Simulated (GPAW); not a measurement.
The system is CS2.

```
CELL_PARAMETERS angstrom
3.64579 -2.99431 0.00000
3.64579 2.99431 0.00000
0.00000 0.00000 9.85126
ATOMIC_POSITIONS crystal
S 0.18152 0.81848 0.88687
S 0.31848 0.68152 0.38687
S 0.68152 0.31848 0.61313
S 0.81848 0.18152 0.11313
C 0.50000 0.50000 0.50000
C 0.00000 0.00000 0.00000
```

The cell comes from a database or a generator and needn't be the stable form of this composition.

Base run:

```yaml
Program: GPAW 26.7.0
Functional: LDA
Potentials_or_basis: the program's PAW data sets (release 1.2.1) made for this functional
Cutoff: 550 eV
Basis: pw
k_mesh: 5 × 5 × 3
Occupations: fermi-dirac, width 0.001 eV
Spin: no spin polarisation
```

Its results: band gap on the k mesh 3.35 eV, direct; electronic dielectric tensor (diagonal) 1.84, 2.36, 2.60.

Question: The run is repeated on the same cell with these changes: functional from LDA to PBE; potentials or basis from the program's PAW data sets (release 1.2.1) made for this functional to GPAW PAW data sets (gpaw-data 1.2.1). What comes out?

Answer: Band gap on the k mesh 3.44 eV, direct; electronic dielectric tensor (diagonal) 1.78, 2.28, 2.51.

Caveats: the long-wavelength limit can be off by a per cent or two.

A k mesh can miss the band edges.
